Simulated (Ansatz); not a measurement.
## InRh, space group Pm-3m: a convergence test of the plane-wave cutoff, step by step

Computed with the Python package of Ansatz (0.2.0).

Run as a notebook:

**Cell 1**
```python
import ansatz as az

lattice = az.Lattice.of(
    (3.196, 0.0, 0.0),
    (0.0, 3.196, 0.0),
    (0.0, 0.0, 3.196),
)
sites = [
    ("In", (0.5, 0.5, 0.5)),
    ("Rh", (0.0, 0.0, 0.0)),
]
crystal = az.Crystal(lattice=lattice)
for symbol, position in sites:
    crystal = crystal.atom(symbol, position)
```

**Cell 2**
```python
crystal.resolved().tree()["lattice"]
```
Output:
```text
((3.196, 0.0, 0.0), (0.0, 3.196, 0.0), (0.0, 0.0, 3.196))
```

**Cell 3**
```python
base = (
    crystal.calculation()
    .functional("pbesol")
    .kpoints(7, 7, 7, center="gamma")
    .occupations("fermi_dirac", width=100 * az.meV)
    .stress()
)
```

**Cell 4**
```python
rows = []
for value in [300, 400, 500, 600, 700, 800]:
    report = base.basis(value).run().report
    rows.append((value, report["free_energy_ev"] / len(report["lattice"]["sites"]), report["n_iterations"], sum(report["stress_gpa"][i][i] for i in range(3)) / 3, report["n_pw"]))
```
Output:
```text
DeckWarning: basis.ecutwfc = 300 eV is below the records' recommended 420 eV, and the density's cutoff is lower with it unless basis.ecutrho_ratio is high enough to keep the records' density cutoff: compare with a run at a higher cutoff
DeckWarning: basis.ecutwfc = 400 eV is below the records' recommended 420 eV, and the density's cutoff is lower with it unless basis.ecutrho_ratio is high enough to keep the records' density cutoff: compare with a run at a higher cutoff
```

**Cell 5**
```python
print(" cutoff (eV)   F/atom (eV)    iterations       P (GPa)   plane waves")
for row in rows:
    print(f"{str(row[0]):>12s}  {row[1]:12.5f}  {row[2]:12d}  {row[3]:12.3f}  {row[4]:12d}")
```
Output:
```text
 cutoff (eV)   F/atom (eV)    iterations       P (GPa)   plane waves
         300   -5932.40178             6        -0.646           389
         400   -5932.51813             6        -1.064           619
         500   -5932.52031             6        -1.103           799
         600   -5932.52061             6        -1.103          1045
         700   -5932.52076             6        -1.103          1357
         800   -5932.52079             6        -1.104          1743
```

**Cell 6**
```python
# the last row is the reference
for row in rows[:-1]:
    shift = 1000 * (row[1] - rows[-1][1])
    print(f"{row[0]}: {shift:+.2f} meV/atom" + ("  (within 2 meV)" if abs(shift) < 2 else ""))
```
Output:
```text
300: +119.01 meV/atom
400: +2.66 meV/atom
500: +0.48 meV/atom  (within 2 meV)
600: +0.18 meV/atom  (within 2 meV)
700: +0.03 meV/atom  (within 2 meV)
```

From 500 eV on it stays within 2 meV an atom of the value at 800 eV; the first row (300 eV) is off by 119.0 meV and the last but one by 0.03 meV. The energy falls steadily, as expected when plane waves are added. The pressure moves from -0.65 to -1.10 GPa (the program's stress holds a Pulay correction, so it settles early).

What to keep in mind:
- The run is spin-unpolarised.
- For a metal this k-point mesh is coarse: on a finer one energies can move by several to tens of meV an atom and pressures by half a GPa or more, differences at one mesh by less.
- Pressure is positive in compression.
- The starting cell is as deposited in a crystallographic database; the results hold for this polymorph, which needn't be the stable one.
- Warnings are shown shortened and without file and line.
- Shifts are counted from the last row, which is itself no proven limit.
- Finished in 8.6 s on 1 thread of Arm Neoverse V1, with other jobs on the host, peak memory 0.39 GiB.

(Lines on the test bed's own set-up are left out of the output.)
